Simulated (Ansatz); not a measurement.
# In2Pt3: the cost of one run

Computed with Ansatz 0.2.0 (DFT PBEsol, scalar-relativistic, plane waves, PAW, unless a step's input says otherwise).

1 further run of the same task is left out (set aside as unsound or not needed).

### 1 The structure to begin with

The structure is hexagonal, space group P6_3/mmc (No. 194). The conventional cell has a = 5.582 Å, b = 5.582 Å, c = 13.726 Å, α = 90.00°, β = 90.00°, γ = 120.00°. In (site symmetry -6m2) has 6 Pt at 2.73 Å in its first shell of neighbours. Around In (site symmetry -6m2) lie 6 Pt at 2.74 Å. Around In (site symmetry 3m) lie 9 Pt at 2.79 to 2.89 Å. Around Pt (site symmetry m) lie 5 In at 2.73 to 2.89 Å and 6 Pt at 2.78 to 2.92 Å.

Structure file:

```xyz
20
Lattice="5.5820 0.0000 0.0000 -2.7910 4.8342 0.0000 0.0000 0.0000 13.7264" Properties=species:S:1:pos:R:3 pbc="T T T"
In    0.0000    0.0000    3.4316
In    0.0000    0.0000   10.2948
In    0.0000    3.2228    3.4316
In    2.7910    1.6114   10.2948
In    0.0000    3.2228   12.5589
In    0.0000    3.2228    8.0307
In    2.7910    1.6114    1.1675
In    2.7910    1.6114    5.6957
Pt    0.0000    1.6042    1.2222
Pt    1.4018    4.0321    1.2222
Pt   -1.4018    4.0321    1.2222
Pt    1.4018    4.0321    5.6409
Pt    0.0000    1.6042    5.6409
Pt   -1.4018    4.0321    5.6409
Pt    2.7910    3.2300   12.5041
Pt    1.3892    0.8021   12.5041
Pt    4.1928    0.8021   12.5041
Pt    1.3892    0.8021    8.0854
Pt    2.7910    3.2300    8.0854
Pt    4.1928    0.8021    8.0854
```

It goes back to an entry of the Materials Project.

This cell was relaxed beforehand with the same method: volume 18.52 Å³/atom, gap on the mesh none (metal).

### 2 Tight relaxation for the response runs, with the smearing for a metal

Response runs need a geometry at rest under their own mesh and occupations; hence this stricter relaxation.

Contents of input.yaml:

```yaml
crystal:
  lattice:
    - [5.5820303401, 0.0, 0.0]
    - [-2.7910151701, 4.8341800792, 0.0]
    - [0.0, 0.0, 13.7263902442]
  atoms:
    - { symbol: In, position: [0.0, 0.0, 0.25] }
    - { symbol: In, position: [0.0, 0.0, 0.75] }
    - { symbol: In, position: [0.3333333333, 0.6666666667, 0.25] }
    - { symbol: In, position: [0.6666666667, 0.3333333333, 0.75] }
    - { symbol: In, position: [0.3333333333, 0.6666666667, 0.9149466728] }
    - { symbol: In, position: [0.3333333333, 0.6666666667, 0.5850533272] }
    - { symbol: In, position: [0.6666666667, 0.3333333333, 0.0850533272] }
    - { symbol: In, position: [0.6666666667, 0.3333333333, 0.4149466728] }
    - { symbol: Pt, position: [0.1659189141, 0.3318378282, 0.0890434853] }
    - { symbol: Pt, position: [0.6681621718, 0.8340810859, 0.0890434853] }
    - { symbol: Pt, position: [0.1659189141, 0.8340810859, 0.0890434853] }
    - { symbol: Pt, position: [0.6681621718, 0.8340810859, 0.4109565147] }
    - { symbol: Pt, position: [0.1659189141, 0.3318378282, 0.4109565147] }
    - { symbol: Pt, position: [0.1659189141, 0.8340810859, 0.4109565147] }
    - { symbol: Pt, position: [0.8340810859, 0.6681621718, 0.9109565147] }
    - { symbol: Pt, position: [0.3318378282, 0.1659189141, 0.9109565147] }
    - { symbol: Pt, position: [0.8340810859, 0.1659189141, 0.9109565147] }
    - { symbol: Pt, position: [0.3318378282, 0.1659189141, 0.5890434853] }
    - { symbol: Pt, position: [0.8340810859, 0.6681621718, 0.5890434853] }
    - { symbol: Pt, position: [0.8340810859, 0.1659189141, 0.5890434853] }
basis:
  ecutwfc: 420
kpoints:
  mp_grid: { grid: [9, 9, 4] }
hamiltonian:
  xc: pbesol
scf:
  occupations: { method: fermi_dirac, width: 0.15 }
output:
  forces: true
  stress: true
  eigenvalues: true
relax:
  adjacent_minimum: "off"
  f_tol: 0.001
  max_steps: 60
  cell: { stress_tol: 0.01 }
```

The run is started by

```console
$ ansatz run input.yaml --threads 8 --pin off --max-ram 22528MiB --backend cpu --events-out ev --progress --plain --runs-dir out
```

Q: Estimate wall time and peak memory on 8 threads of AMD EPYC (Zen 3), shared host.

About 4.2 min, with a peak of 3.8 GiB.
